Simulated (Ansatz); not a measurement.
**LaGa2: a relaxation**

Aim: for LaGa2, find the bulk's equilibrium cell.

Computed with Ansatz 0.2.0 (DFT PBEsol, scalar-relativistic, plane waves, PAW, unless a step's input says otherwise).

It takes space group P6/mmm (No. 191, hexagonal). Conventional cell: a = 4.234 Å, b = 4.234 Å, c = 4.584 Å, α = 90.00°, β = 90.00°, γ = 120.00°. La (site symmetry 6/mmm) has 12 Ga at 3.35 Å as nearest neighbours. Around Ga (site symmetry -6m2) lie 3 Ga at 2.44 Å.

Coordinates:

```
La Ga
1.0
     4.23377    0.00000    0.00000
    -2.11689    3.66656    0.00000
     0.00000    0.00000    4.58417
La Ga
1 2
Cartesian
  0.0000 0.0000 0.0000
  0.0000 2.4444 2.2921
  2.1169 1.2222 2.2921
```

The structure above is the start of the run; the results belong to its end.

| quantity | value |
| --- | --- |
| bulk: relaxed cell | a = 4.273 Å, b = 4.273 Å, c = 4.380 Å, α = 90.00°, β = 90.00°, γ = 120.00° |
| bulk: space group (0.01 Å) | P6/mmm (No. 191) |
| bulk: volume | 23.09 Å³/atom |

The bulk cell shrank by 2.7 % in volume on relaxing. The shape changed too: the edges of the input's cell moved by +0.9, +0.9, -4.5 %. Spin-orbit coupling is left out for La.

Q: Write the input and the launch command of the relaxation that these results rest on.

A: The one used for the relaxation. It is one of several that fit.

Input file input.yaml:

```yaml
crystal:
  lattice:
    - [4.2337748042, 0.0, 0.0]
    - [-2.1168874021, 3.6665565344, 0.0]
    - [0.0, 0.0, 4.5841707423]
  atoms:
    - { symbol: La, position: [0.0, 0.0, 0.0] }
    - { symbol: Ga, position: [0.3333333333, 0.6666666667, 0.5] }
    - { symbol: Ga, position: [0.6666666667, 0.3333333333, 0.5] }
basis:
  ecutwfc: 420
kpoints:
  mp_grid: { grid: [12, 12, 10] }
hamiltonian:
  xc: pbesol
scf:
  occupations: { method: gaussian, width: 0.1 }
output:
  forces: true
  stress: true
  eigenvalues: true
relax:
  adjacent_minimum: "off"
  f_tol: 0.005
  max_steps: 80
  cell: { stress_tol: 0.05 }
```

On the command line:

```console
$ ansatz run input.yaml --threads 4 --pin off --max-ram 10240MiB --backend cpu --events-out ev --progress --plain --runs-dir out
```
